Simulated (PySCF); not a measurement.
# C4H7ClOSi: electronic excitations

What electronic excitations should C4H7ClOSi (`CC1=CO[Si@@H](Cl)C1`) show?

The runs use PySCF 2.14.0, with density-fitted response routines of our own; the level of theory stands in each step. All values are computed, except where a source is named. Atoms are numbered from 0 throughout.

## (1) The molecule as given

14 atoms, charge 0, multiplicity 1; geometry from: GFN2-xTB.

Bonds of the start (Å): C0–C1 1.49, C1–C2 1.32, C2–O3 1.38, O3–Si4 1.64, Si4–Cl5 2.01, Si4–C6 1.91, C6–C1 1.51, C0–H7 1.09, C0–H8 1.09, C0–H9 1.09, C2–H10 1.08, Si4–H11 1.45, C6–H12 1.09, C6–H13 1.09.

## (2) TDDFT and polarisability: CAM-B3LYP/def2-SVPD

Job settings and geometry (Å):

```
{"job": {"kind": "uv", "xc": "CAM-B3LYP", "basis": "def2-SVPD", "nstates": 8, "ntriplets": 3}, "charge": 0, "multiplicity": 1}
C     -1.700844    -1.036529     0.479010
C     -0.558928    -0.226927    -0.034134
C     -0.591573     0.563828    -1.096740
O      0.547534     1.260136    -1.430520
Si     1.799533     0.932025    -0.415242
Cl     2.430390     2.616636     0.471570
C      0.772536    -0.250699     0.677296
H     -1.439243    -2.094401     0.496683
H     -1.947648    -0.739623     1.498203
H     -2.578392    -0.902221    -0.147387
H     -1.424257     0.745796    -1.754408
H      2.869356     0.326211    -1.191148
H      0.655791     0.072184     1.713393
H      1.165068    -1.266891     0.711257
```

Method: TDDFT CAM-B3LYP/def2-SVPD, vertical, gas phase, core orbitals frozen in the response.

Started as:

```console
$ OMP_NUM_THREADS=1 python probes_run.py task.json out
```

One launch serves the whole session: the jobs run in the order shown.

Predict these results of the whole session: lowest singlet (CAM-B3LYP/def2-SVPD); brightest single state of those computed; lowest triplet.

As calculated:

```
                                quantity                        value
    lowest singlet (CAM-B3LYP/def2-SVPD)  6.06 eV (205 nm), f = 0.005
brightest single state of those computed  state 3, 6.49 eV, f = 0.088
                          lowest triplet                      4.17 eV
```

The lowest singlet, at 6.06 eV, is HOMO→LUMO+1 0.67, HOMO→LUMO 0.26 and is weak; of the 8 states computed, the strongest absorption comes from state 3 at 6.49 eV (the last state computed is bright too, and its partners may lie past the list). The lowest triplet lies 1.89 eV below the lowest singlet (triplets in Tamm-Dancoff, singlets in full TDDFT).
